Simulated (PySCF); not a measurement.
**CoCl4: structure of the sextet**

Where does sextet CoCl4 go from a PBE minimum start, is the end point a minimum, and what are its modes, charges and moments?

The runs use PySCF 2.14.0; PBE, basis Co def2-SVP, Cl def2-SVP, no relativity, density fitting.

## (1) Starting geometry

5 atoms, charge 0, spin multiplicity 6.

Bond lengths: Co1–Cl2 2.153 Å, Co1–Cl3 2.153 Å, Co1–Cl4 2.153 Å, Co1–Cl5 2.153 Å. Angles: Cl2–Co1–Cl3 109.5°, Cl2–Co1–Cl4 109.5°, Cl2–Co1–Cl5 109.5°, Cl3–Co1–Cl4 109.5°, Cl3–Co1–Cl5 109.5°, Cl4–Co1–Cl5 109.5°.

Coordinates in bohr (charge 0 multiplicity 6):
```
Co    0.0000    0.0000    0.0000
Cl    2.3492    2.3492    2.3492
Cl    2.3492   -2.3492   -2.3492
Cl   -2.3492   -2.3492    2.3492
Cl   -2.3492    2.3492   -2.3492
```

## (2) First SCF at the start

The steps below are one call of a driver around PySCF. For each, scf.py gives the equivalent set-up of the SCF; relaxations use the driver's own optimiser. After this first run the driver tries any further starts and a stability analysis.

Contents of scf.py:

```python
from pyscf import gto, scf, dft
mol = gto.M(atom='''
Co     0.000000    -0.000000     0.000000
Cl     1.243120     1.243120     1.243120
Cl     1.243120    -1.243120    -1.243120
Cl    -1.243120    -1.243120     1.243120
Cl    -1.243120     1.243120    -1.243120''',
    basis={'Co': 'def2-SVP', 'Cl': 'def2-SVP'},
    charge=0, spin=5)
mf = dft.UKS(mol, xc='PBE')
mf.grids.atom_grid = (50, 194)
aux = {'Co': 'def2-universal-JKFIT', 'Cl': 'def2-universal-JKFIT'}
mf = mf.density_fit(auxbasis=aux)
mf.conv_tol = 1e-08
mf.diis_space = 10
mf.max_cycle = 60
mf.init_guess = 'minao'
mf.verbose = 4
mf.kernel()
```

The run is started by

```
$ OMP_NUM_THREADS=4 python axn.py task.json out
```

Output, shortened:

```text
[... the frontier levels of the middle cycles are left out ...]
init E= -3221.02860354079
[... the frontier-level lines of each cycle are left out ...]
cycle= 1 E= -3206.1629871642  delta_E= 14.9  |g|= 3.59  |ddm|= 10.3
cycle= 2 E= -3169.29031852481  delta_E= 36.9  |g|= 6.77  |ddm|= 15.9
cycle= 3 E= -3212.79299052092  delta_E= -43.5  |g|= 3.78  |ddm|=   15
cycle= 4 E= -3216.75286331974  delta_E= -3.96  |g|= 3.08  |ddm|= 2.94
cycle= 5 E= -3215.61387207544  delta_E= 1.14  |g|= 3.37  |ddm|= 3.26
cycle= 6 E= -3217.22021178719  delta_E= -1.61  |g|= 3.06  |ddm|= 1.74
cycle= 7 E= -3218.02516187519  delta_E= -0.805  |g|= 2.92  |ddm|= 0.563
cycle= 8 E= -3217.53039781728  delta_E= 0.495  |g|=    3  |ddm|= 0.73
cycle= 9 E= -3217.46649721917  delta_E= 0.0639  |g|= 3.02  |ddm|= 0.428
cycle= 10 E= -3217.46323743543  delta_E= 0.00326  |g|= 3.02  |ddm|= 0.058
cycle= 11 E= -3217.92213453271  delta_E= -0.459  |g|= 2.94  |ddm|= 0.456
cycle= 12 E= -3196.10499393279  delta_E= 21.8  |g|= 5.33  |ddm|= 12.3
cycle= 13 E= -3220.38587317747  delta_E= -24.3  |g|= 1.87  |ddm|= 12.3
cycle= 14 E= -3221.38757382192  delta_E=   -1  |g|= 0.948  |ddm|= 1.99
[... 13 cycles left out ...]
Extra cycle  E= -3221.9412746394  delta_E= 1.61e-07  |g|= 0.00069  |ddm|= 0.000406
SCF not converged.
init E= -3221.02860354079
[... 20 cycles left out ...]
SCF not converged.
init E= -3221.93965606689
[... 4 cycles left out ...]
cycle= 5 E= -3221.92000782367  delta_E= -0.0819  |g|= 0.237  |ddm|= 0.157
cycle= 6 E= -3221.93981286183  delta_E= -0.0198  |g|= 0.0532  |ddm|= 0.108
cycle= 7 E= -3221.94077112646  delta_E= -0.000958  |g|= 0.0384  |ddm|= 0.0573
cycle= 8 E= -3221.94068897862  delta_E= 8.21e-05  |g|= 0.0415  |ddm|= 0.0188
cycle= 9 E= -3221.94099205227  delta_E= -0.000303  |g|= 0.0283  |ddm|= 0.0112
cycle= 10 E= -3221.9412082055  delta_E= -0.000216  |g|= 0.0133  |ddm|= 0.0092
cycle= 11 E= -3221.9412684492  delta_E= -6.02e-05  |g|= 0.00366  |ddm|= 0.00622
cycle= 12 E= -3221.94127319751  delta_E= -4.75e-06  |g|= 0.00167  |ddm|= 0.00233
cycle= 13 E= -3221.94127424078  delta_E= -1.04e-06  |g|= 0.000938  |ddm|= 0.00136
cycle= 14 E= -3221.94127463485  delta_E= -3.94e-07  |g|= 0.000391  |ddm|= 0.000916
cycle= 15 E= -3221.94127473133  delta_E= -9.65e-08  |g|= 0.000173  |ddm|= 0.000568
cycle= 16 E= -3221.94127476688  delta_E= -3.55e-08  |g|= 9.93e-05  |ddm|= 0.00038
cycle= 17 E= -3221.94127478622  delta_E= -1.93e-08  |g|= 5.74e-05  |ddm|= 0.000277
cycle= 18 E= -3221.94127479429  delta_E= -8.07e-09  |g|= 3.98e-05  |ddm|= 0.000192
Extra cycle  E= -3221.94127472703  delta_E= 6.73e-08  |g|= 0.000429  |ddm|= 0.000637
converged SCF energy = -3221.94127472703  <S^2> = 8.7539751  2S+1 = 6.0013249
```

This step, with its further starts and checks, took 59 s on 4 threads of Arm Neoverse N1, shared host.

Energies from each starting density:

```
                      start   energy (Eh)
    the minimal-basis guess  -3221.941275
a thermally smeared density  -3221.941275
      a smeared PBE density  -3221.941275
```

Where DIIS stalls, the driver goes on with a level shift of 0.3 Eh and then with a second-order solver.

No lower solution of this spin turned up from the other starts or in the test of internal stability.

## (3) Relaxing the sextet from the PBE minimum start

The program finds Td symmetry in the start, which this walk keeps. The walk stops when the largest gradient is under 0.0003 Eh/bohr and the energy has settled too.

Changes to scf.py since step 2:

```diff
@@ -3 +3 @@
-Co     0.000000    -0.000000     0.000000
+Co     0.000000     0.000000     0.000000
@@ -17 +16,0 @@
-mf.init_guess = 'minao'
```

Energy and gradient, step by step:

```
step   energy (Eh)  change (kJ/mol)  largest symmetric gradient (Eh/bohr)
   0  -3221.941275             0.00                               0.00022
```

The walk took 3.6 s.

Positions (Å) and forces (eV/Å) along the way:

```
step 0
Co   0.000   0.000   0.000   0.000   0.000   0.000
Cl   1.243   1.243   1.243   0.012   0.012   0.012
Cl   1.243  -1.243  -1.243   0.011  -0.011  -0.011
Cl  -1.243  -1.243   1.243  -0.011  -0.011   0.011
Cl  -1.243   1.243  -1.243  -0.011   0.011  -0.011
```

It settles in Td symmetry, 0.0 kJ/mol below the start, after 0 steps: Co–Cl 2.153 Å (×4); Cl–Co–Cl 109.5° (×6).

## (4) Hessian and properties

On the finer grid the gradient is checked again; gradients at displacements of ±0.02 bohr then give force constants and infrared intensities.

Changes to scf.py since step 3:

```diff
@@ -11 +11 @@
-mf.grids.atom_grid = (50, 194)
+mf.grids.atom_grid = (75, 302)
@@ -14 +14 @@
-mf.conv_tol = 1e-08
+mf.conv_tol = 1e-10
```

The driver hands on the density of the step before, so the log starts near convergence.

Log of the central SCF (cycles and frontier levels):

```text
init E= -3221.94129102684
[... the frontier-level lines of each cycle are left out ...]
cycle= 1 E= -3221.94129094486  delta_E= 8.2e-08  |g|= 0.000498  |ddm|= 0.000269
cycle= 2 E= -3221.94127591046  delta_E= 1.5e-05  |g|= 0.00676  |ddm|= 0.00355
cycle= 3 E= -3221.94129102058  delta_E= -1.51e-05  |g|= 8.7e-05  |ddm|= 0.0033
cycle= 4 E= -3221.9412910273  delta_E= -6.72e-09  |g|= 1.05e-06  |ddm|= 0.000158
cycle= 5 E= -3221.94129102731  delta_E= -1.23e-11  |g|= 1.02e-06  |ddm|= 1.38e-06
Extra cycle  E= -3221.94129102724  delta_E= 7.55e-11  |g|= 1.4e-05  |ddm|= 7.35e-06
converged SCF energy = -3221.94129102724  <S^2> = 8.7539698  2S+1 = 6.0013231
```

The whole step took 43 s.

Geometry: Td; Co–Cl 2.153 Å (×4); Cl–Co–Cl 109.5° (×6).

Harmonic modes (main isotopes):

```tsv
symmetry	ω (cm⁻¹)	IR (km/mol)
e	105	0.0
t2	132	1.0
a1	330	0.0
t2	399	89.4
```

Every mode is real; the point is a minimum.

Constants and moments:

| Item | Value |
| --- | --- |
| Dipole moment | 0.00 D |
| Highest occupied level | -7.60 eV |
| Lowest empty level | -6.73 eV |
| Rotational constants | 0.03899, 0.03899, 0.03899 cm⁻¹ |
| Zero-point energy | 12.8 kJ/mol |
| Principal polarisabilities | 86.6, 86.6, 86.6 bohr³ |
| Atomisation energy without zero-point energy | 1298 kJ/mol |
| Principal traceless quadrupole moments about the centre of mass | 0.00, 0.00, 0.00 D Å |
| Entropy at 298.15 K and 1 bar (electronic part: spin only) | 375.3 J/(mol K) |
| Heat capacity Cp at 298.15 K | 98.9 J/(mol K) |
| Enthalpy at 298.15 K above 0 K | 22.49 kJ/mol |
| Rotational symmetry number | 12 |
| Spin squared ⟨S²⟩ | 8.754 |

Charges (e) and bond orders:

```csv
atom,Mulliken,Löwdin,polar tensor,spin (Mulliken),Mayer order to Co1
Co1,0.39,-0.08,0.97,2.83,–
"Cl2,3,4,5",-0.10,0.02,-0.24,0.54,1.21
```

Outer orbital energies (eV). α occupied: -8.25, -8.25, -8.25, -8.21, -8.21, -7.60, -7.60, -7.60; empty: -0.11, 2.15, 3.22, 3.22. β occupied: -9.30, -9.30, -8.83, -8.83, -8.83, -7.75, -7.75, -7.75; empty: -6.73, -6.73, -6.05, -6.05.

Mulliken populations on Co1: s 6.53, p 12.88, d 7.20, f 0.00.

## (5) What came out

```
                                          quantity                                     value
                                           minimum                                sextet, Td
                                          geometry  Co–Cl 2.153 Å (×4); Cl–Co–Cl 109.5° (×6)
                                wavenumbers (cm⁻¹)     105 (e), 132 (t2), 330 (a1), 399 (t2)
                                     dipole moment                                    0.00 D
highest occupied, lowest empty level (either spin)                           -7.60, -6.73 eV
                        polar-tensor charge of Co1                                   +0.97 e
                                 zero-point energy                               12.8 kJ/mol
                               entropy at 298.15 K                           375.3 J/(mol K)
         atomisation energy (no zero-point energy)                               1298 kJ/mol
                                              ⟨S²⟩                                     8.754
```

In words: The PBE minimum start keeps its Td symmetry and ends in a minimum. In the infrared the band at 399 cm⁻¹ (t2, stretch) leads. The dipole vanishes although Co1 carries +1.0 e by the polar tensor: the bond dipoles cancel. Most of the spin sits on Co1 (Mulliken spin 2.83, against 5 for the whole molecule). Only this shape and spin were tried, so other structures or states may lie lower. One determinant may miss the lowest occupation of an open d or f shell.

The search up to here took 1.8 min.
